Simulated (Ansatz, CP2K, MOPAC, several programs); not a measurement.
Energy against volume for K₃FO (antiperovskite), at fixed shape and fractional coordinates, computed by several methods (PBE and r2SCAN, where shown, with plane waves in Ansatz); the cell shown is that of r2SCAN. It is cubic, Pm-3m (No. 221); conventional cell a = 5.057 Å, 25.86 Å³ an atom. Around F lie 12 K at 3.58 Å; around O lie 6 K at 2.53 Å; around K lie 2 O at 2.53 Å and 4 F at 3.58 Å. The structure was generated, not taken from experiment, and needn't be the ground state; spin polarisation is off. Energies count from each curve's lowest point; fits are third-order Birch-Murnaghan.

```cif
data_structure
_symmetry_space_group_name_H-M 'P 1'
_symmetry_Int_Tables_number 1
_cell_length_a 5.0567
_cell_length_b 5.0567
_cell_length_c 5.0567
_cell_angle_alpha 90.000
_cell_angle_beta 90.000
_cell_angle_gamma 90.000
_cell_volume 129.30
loop_
_atom_site_label
_atom_site_type_symbol
_atom_site_fract_x
_atom_site_fract_y
_atom_site_fract_z
_atom_site_occupancy
F1 F 0.00000 0.00000 0.00000 1
O1 O 0.50000 0.50000 0.50000 1
K1 K 0.50000 0.50000 0.00000 1
K2 K 0.50000 0.00000 0.50000 1
K3 K 0.00000 0.50000 0.50000 1
```

**Question.** r2SCAN, on the shape of its own relaxed cell, gives
```
V (Å³/atom)  E (meV/atom)
     24.309          7.50
     25.084          1.79
     25.860          0.00
     26.636          1.50
     27.412          5.84
```
What equilibrium volume and bulk modulus follow?

**Answer.** V₀ = 25.87 Å³ an atom and B₀ = 23 GPa.

light PBE (260 eV, its own mesh), on the shape of the cell shown:
```tsv
V (Å³/atom)	E (meV/atom)
23.791	84.94
24.826	57.47
25.860	69.44
26.895	45.67
27.929	0.00
28.963	38.91
```
The points scatter about a smooth fit, as a low cutoff and a light mesh can make them, so no fit is quoted.

PM7 (MOPAC), on the shape of the cell shown, as a cluster of 40 atoms at the zone centre:
```tsv
V (Å³/atom)	E (meV/atom)
22.757	22.29
24.309	0.00
25.860	12.73
27.412	54.33
28.963	109.54
```
The points scatter about a smooth fit, so no fit is quoted.

PBE/SZV (CP2K), on the shape of the cell shown:
```tsv
V (Å³/atom)	E (meV/atom)
22.757	276.86
24.309	164.32
25.860	86.39
27.412	33.85
28.963	0.00
```
This method closes the gap of a crystal that DFT finds insulating, so its curve rests on a wrong state.
The lowest point is an end point, so the minimum isn't bracketed.

PBE, on the shape of its own relaxed cell:

| V (Å³/atom) | E (meV/atom) |
| --- | --- |
| 25.369 | 6.93 |
| 26.178 | 1.75 |
| 26.988 | 0.00 |
| 27.798 | 1.42 |
| 28.607 | 5.44 |

V₀ = 27.01 Å³ an atom and B₀ = 20 GPa.
